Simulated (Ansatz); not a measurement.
# Cl₂HInSe: a ladder of functionals and wavefunction methods

How much do the methods differ for Cl₂HInSe? The plan is to run it at one geometry with functionals of several rungs and with coupled cluster. The yardstick is the atomisation energy at the CCSD(T) limit.

The runs use Ansatz 0.2.0, Gaussian basis; functionals in def2-TZVPP, the program's frozen cores in correlated methods.

Plan: LDA (SPW92), PBE-D4, revPBE-D4, BLYP-D4, r2SCAN-D4, B97M-V, PBE0-D4, B3LYP-D4, r2SCANh-D4, r2SCAN0-D4, HSE06-D4, BHLYP-D4, CAM-B3LYP-D4, LC-ωPBE, ωB97X-V, ωB97M-V, B2PLYP, PBE-QIDH; CCSD(T)/def2-SVP; CCSD(T)/def2-TZVPP; MP2/def2-QZVPP; extrapolation to the limit; RPA on PBE.

### Step 1. Structure used throughout

The geometry comes from an earlier relaxation with PBE0-D4 in a triple-zeta def2 set; it is a stationary point. In takes the def2 core potential; no spin-orbit term is included.

5 atoms, charge 0, spin multiplicity 1.

Atoms are counted from 1 here; the program's logs count them from 0.

Bond lengths: Cl1–In2 2.310 Å, In2–Cl3 2.307 Å, In2–Se4 2.472 Å, Se4–H5 1.470 Å. Angles: Cl1–In2–Cl3 116.4°, Cl1–In2–Se4 121.8°, Cl3–In2–Se4 121.8°, In2–Se4–H5 90.1°.

### Step 2. LDA

This LDA is Slater exchange with PW92 correlation.

Input file in.yaml:

```yaml
crystal:
  periodic: [false, false, false]
  atoms:
    - {symbol: Cl, position_ang: [-0.830579, -0.890753, 2.058247]}
    - {symbol: In, position_ang: [0.338859, -0.482047, 0.108115]}
    - {symbol: Cl, position_ang: [2.051371, -1.946024, -0.388338]}
    - {symbol: Se, position_ang: [-0.217517, 1.420878, -1.369150]}
    - {symbol: H, position_ang: [-1.292235, 1.824247, -0.450273]}
basis:
  gaussian: {orbitals: def2-TZVPP}
hamiltonian: {xc: lda}
output: {orbitals: {seedname: orbitals}}
```

On the command line:

```console
$ ansatz run in.yaml --threads 4 --pin off --events-out ev --progress --plain --max-ram 10444MiB
```

The runs that follow: PBE-D4 (GGA); revPBE-D4 (GGA); BLYP-D4 (GGA); r2SCAN-D4 (meta-GGA); B97M-V (meta-GGA); B3LYP-D4 (hybrid); r2SCANh-D4 (hybrid); r2SCAN0-D4 (hybrid); HSE06-D4 (hybrid); BHLYP-D4 (hybrid); CAM-B3LYP-D4 (range-separated); LC-ωPBE (range-separated); ωB97X-V (range-separated); ωB97M-V (range-separated); B2PLYP (double hybrid); PBE-QIDH (double hybrid); CCSD(T) in def2-SVP; CCSD(T) in def2-TZVPP; MP2 in def2-QZVPP; RPA on PBE orbitals.

Before running them: what should the planned runs give, taken together? Wanted: atomisation energy, CCSD(T)/CBS; farthest beyond LDA; mean size of error, GGA; mean size of error, meta-GGA; mean size of error, hybrid; mean size of error, range-separated; mean size of error, double hybrid; gap, smallest and largest; T1 diagnostic.

The runs gave:

| quantity | value |
| --- | --- |
| atomisation energy, CCSD(T)/CBS | 301.0 kcal/mol |
| functionals within 3.0 kcal/mol (1.0 %) | PBE-D4, r2SCAN-D4, B97M-V, ωB97X-V |
| farthest beyond LDA | BHLYP-D4 (-19.0 kcal/mol) |
| mean size of error, GGA | 10.4 kcal/mol |
| mean size of error, meta-GGA | 0.4 kcal/mol |
| mean size of error, hybrid | 8.9 kcal/mol |
| mean size of error, range-separated | 7.3 kcal/mol |
| mean size of error, double hybrid | 9.7 kcal/mol |
| gap, smallest and largest | 3.29 eV (LDA (SPW92)), 10.21 eV (LC-ωPBE) |
| T1 diagnostic | 0.0117 |
| triples share of the correlation energy | 3.7 % |

What this shows: The LDA atomisation energy is off by 44.0 kcal/mol (15 %): it overbinds. PBE-D4 misses by -1.5 kcal/mol. Double hybrids carry the basis error of their MP2 part in triple zeta, and no dispersion term here, so their miss is partly the set-up's. By mean error the best rung here is meta-GGA (0.4 kcal/mol) and the worst beyond LDA is GGA (10.4 kcal/mol). Misses under about 3.0 kcal/mol are within the doubt on the reference itself, which lacks core-valence correlation, spin-orbit coupling and higher excitations, and its outer-core shells are covered unevenly. All levels share the lack of spin-orbit coupling, which lowers the free heavy atoms and so the true binding. Hartree-Fock recovers 69 % of the binding; the rest is correlation. CCSD(T) in def2-SVP is off by -31.2 kcal/mol, which most functionals beat. The gap grows from 3.3 to 10.2 eV across the functionals, mostly with the share of exact exchange. Correlated methods include outer-core shells of In, Se, which these sets cover unevenly.
